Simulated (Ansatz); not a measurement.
**F₂HOSi radical: how energies converge with the basis set**

An exercise on one series of results from a longer session: the logs are not shown, and one member is left open.

Computed with Ansatz 0.2.0, Gaussian basis. Level: one geometry, several basis sets.

Levels to be run: PBE0-D4/def2-SVP; ωB97M-V/def2-SVP; PBE0-D4/def2-QZVPP; ωB97M-V/def2-QZVPP; CCSD(T)/cc-pV(D+d)Z; CCSD(T)/cc-pV(T+d)Z; CCSD(T)/cc-pV(Q+d)Z; the functionals' def2-TZVPP values are taken from earlier runs.

### The relaxed structure

The geometry comes from an earlier relaxation with PBE0-D4 in a triple-zeta def2 set; it is a stationary point.

SMILES `O[Si](F)F`, 5 atoms, charge 0, spin multiplicity 2.

Atoms are counted from 1 here; the program's logs count them from 0.

Bond lengths: O1–Si2 1.627 Å, O1–H5 0.959 Å, Si2–F3 1.584 Å, Si2–F4 1.592 Å. Angles: Si2–O1–H5 118.5°, O1–Si2–F3 105.6°, O1–Si2–F4 111.0°, F3–Si2–F4 107.4°.

Set-up of the first run:

Contents of in.yaml:

```yaml
crystal:
  periodic: [false, false, false]
  atoms:
    - {symbol: O, position_ang: [0.145112, 1.088206, -0.213660]}
    - {symbol: Si, position_ang: [-0.086154, -0.365897, 0.478812]}
    - {symbol: F, position_ang: [1.362949, -0.934998, 0.770382]}
    - {symbol: F, position_ang: [-0.798627, -1.370243, -0.530200]}
    - {symbol: H, position_ang: [-0.623270, 1.582932, -0.505325]}
basis:
  gaussian: {orbitals: def2-SVP}
magnetization: {spin_polarized: true, initial_magnetization: 1}
hamiltonian: {xc: pbe0, dispersion: d4}
output: {orbitals: {seedname: orbitals}}
```

Launch:

```console
> ansatz run in.yaml --threads 2 --pin off --events-out ev --progress --plain --max-ram 32768MiB --backend cpu
```

Among the steps run: PBE0-D4 in def2-SVP; ωB97M-V in def2-SVP; PBE0-D4 in def2-QZVPP; ωB97M-V in def2-QZVPP.

One table of the session follows, with a row left open; its other results are not shown here.

It belongs to the step «Functionals by basis». 

| functional | basis | HOMO (eV) | LUMO (eV) |
| --- | --- | --- | --- |
| PBE0-D4 | def2-SVP | -6.90 | -2.67 |
| PBE0-D4 | def2-TZVPP | -7.09 | -2.74 |
| PBE0-D4 | def2-QZVPP | -7.15 | -2.84 |
| ωB97M-V | def2-SVP | -8.70 | -1.03 |
| ωB97M-V | def2-TZVPP | -8.90 | -1.17 |
| ωB97M-V | def2-QZVPP | ? | ? |

**Question.** Estimate the row for ωB97M-V, def2-QZVPP.

**Answer.** HOMO (eV): -8.98; LUMO (eV): -1.30. In the column «HOMO (eV)» it is the lowest.
